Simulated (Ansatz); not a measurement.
# C2H7FO2Si: the cost of one run

Method: RKS PBE-D4/def2-SVP, in Ansatz 0.2.0.

## 1. Starting point

Bond lengths: Si1–F2 1.590 Å, Si1–O3 1.680 Å, O3–C4 1.420 Å, C4–H5 1.110 Å, C4–H6 1.110 Å, C4–H7 1.110 Å, Si1–O8 1.679 Å, O8–C9 1.420 Å, C9–H10 1.110 Å, C9–H11 1.110 Å, C9–H12 1.110 Å, Si1–H13 1.459 Å. Angles (14 of 20 angles, heavy atoms first): F2–Si1–O3 109.4°, F2–Si1–O8 109.5°, O3–Si1–O8 109.5°, Si1–O3–C4 125.0°, Si1–O8–C9 125.0°, F2–Si1–H13 109.5°, O3–Si1–H13 109.5°, O8–Si1–H13 109.5°, O3–C4–H5 109.5°, O3–C4–H6 109.5°, O3–C4–H7 109.5°, O8–C9–H10 109.5°, O8–C9–H11 109.5°, O8–C9–H12 109.5°.

Structure file:

```xyz
13

Si    0.0000    0.0000    0.0000
F     0.0000    0.0000    1.5900
O     1.5842    0.0000   -0.5594
C     2.3503   -1.1632   -0.8360
H     1.7187   -1.9052   -1.3675
H     3.2179   -0.8926   -1.4733
H     2.7141   -1.6023    0.1163
O    -0.7913    1.3709   -0.5594
C    -2.1512    1.4177   -0.9653
H    -2.7687    0.8215   -0.2614
H    -2.5023    2.4707   -0.9639
H    -2.2473    0.9975   -1.9882
H    -0.6877   -1.1914   -0.4862
```

## 2. Relaxing the start

The input, input.yaml:

```yaml
crystal:
  periodic: [false, false, false]
  atoms:
    - { symbol: Si, position_ang: [0.0, 0.0, 0.0] }
    - { symbol: F, position_ang: [0.0, 0.0, 1.59] }
    - { symbol: O, position_ang: [1.5842, 0.0, -0.5594] }
    - { symbol: C, position_ang: [2.3503, -1.1632, -0.836] }
    - { symbol: H, position_ang: [1.7187, -1.9052, -1.3675] }
    - { symbol: H, position_ang: [3.2179, -0.8926, -1.4733] }
    - { symbol: H, position_ang: [2.7141, -1.6023, 0.1163] }
    - { symbol: O, position_ang: [-0.7913, 1.3709, -0.5594] }
    - { symbol: C, position_ang: [-2.1512, 1.4177, -0.9653] }
    - { symbol: H, position_ang: [-2.7687, 0.8215, -0.2614] }
    - { symbol: H, position_ang: [-2.5023, 2.4707, -0.9639] }
    - { symbol: H, position_ang: [-2.2473, 0.9975, -1.9882] }
    - { symbol: H, position_ang: [-0.6877, -1.1914, -0.4862] }
basis:
  gaussian: { orbitals: def2-SVP }
hamiltonian:
  xc: pbe
  dispersion: d4
relax:
  f_tol: 0.02
  max_steps: 40
```

Command:

```
> ansatz run input.yaml --threads 2 --pin off --max-ram 3072MiB --backend cpu --events-out ev --progress --plain --runs-dir out
```

**Question.** How long does this run take on 2 threads of Arm Neoverse V2, shared host, and how much memory does it need?

About 94 s, with a peak of 0.17 GiB.
